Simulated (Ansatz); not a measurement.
# HfH2 (triplet): from Hartree-Fock to the top rungs, def2-SVP

How much of the correlation energy of HfH2 (triplet) does each wave-function method recover here?

Method: def2-SVP, core rule «outside noble gas», up to 4 orbitals frozen; program: Ansatz 0.2.0, Gaussian basis.

Plan: UHF; CCSD(T) on ROHF; CCSD(T) on UHF; CISD; CCSDT(Q) on ROHF; CCSDT(Q) on UHF; Full CI.

14 further runs of the same task are left out: 7 for a known fault of the program, 7 set aside as unsound or not needed.

## 1. The system

The geometry is a PBE0/def2-TZVP stationary point (not a proven minimum) of the parent state, kept for this charge and spin. No spin-orbit coupling is included. Elements past krypton take def2 core potentials.

3 atoms, charge 0, spin multiplicity 3.

Atoms are counted from 1 here; the program's logs count them from 0.

Bond lengths: Hf1–H2 1.912 Å, Hf1–H3 1.912 Å. Angles: H2–Hf1–H3 180.0°.

## 2. UHF

The input, in.yaml:

```yaml
crystal:
  periodic: [false, false, false]
  atoms:
    - {symbol: Hf, position_ang: [0.000000, 0.000000, 0.000000]}
    - {symbol: H, position_ang: [0.000000, 0.000000, -1.911800]}
    - {symbol: H, position_ang: [0.000000, 0.000000, 1.911800]}
basis:
  gaussian: {orbitals: def2-SVP}
magnetization: {spin_polarized: true, initial_magnetization: 2}
hamiltonian: {xc: hf}
output: {orbitals: {seedname: orbitals}}
```

Launch:

```
ansatz run in.yaml --threads 1 --pin off --events-out ev --progress --plain --max-ram 2393MiB
```

Further steps of the session: CCSD(T) on ROHF; CCSD(T) on UHF; CISD; CCSDT(Q) on ROHF; CCSDT(Q) on UHF; Full CI.

Before running them: what should the planned runs give, taken together? Wanted: FCI below the RHF energy; RMP2 from FCI; UMP2 from FCI; RCCSD from FCI; RCCSD(T) from FCI; UCCSD(T) from FCI; RCCSDT(Q) from FCI; UCCSDT(Q) from FCI; T1 diagnostic.

As calculated:

| quantity | value |
| --- | --- |
| FCI below the RHF energy | -2.0873 eV |
| RMP2 from FCI | +513.7 meV |
| UMP2 from FCI | +446.1 meV |
| RCCSD from FCI | +40.5 meV |
| RCCSD(T) from FCI | +11.9 meV |
| UCCSD(T) from FCI | -53.8 meV |
| RCCSDT(Q) from FCI | -0.3 meV |
| UCCSDT(Q) from FCI | -65.8 meV |
| levels within 1 kcal/mol (43 meV) | RCCSD, UCCSD, RCCSD(T), RCCSDT, RCCSDT(Q) |
| T1 diagnostic | 0.012 |
| effectively unpaired electrons | 2.02 |

In words: RCCSD(T) lands +11.9 meV from the yardstick (0.6 % of the correlation energy). CCSD(T) misses by +11.9 meV on the restricted determinant and by -53.8 meV on the unrestricted one; the two need not hold the same state or core. UCCSD, UCCSD(T), UCCSDT, UCCSDT(Q) fall below full CI: unrestricted runs freeze a spin-polarised core, another one than full CI's, and coupled cluster isn't variational. One determinant dominates. These misses are within one basis, not against nature; the frozen cores of restricted and unrestricted runs differ, which can shift their rows.
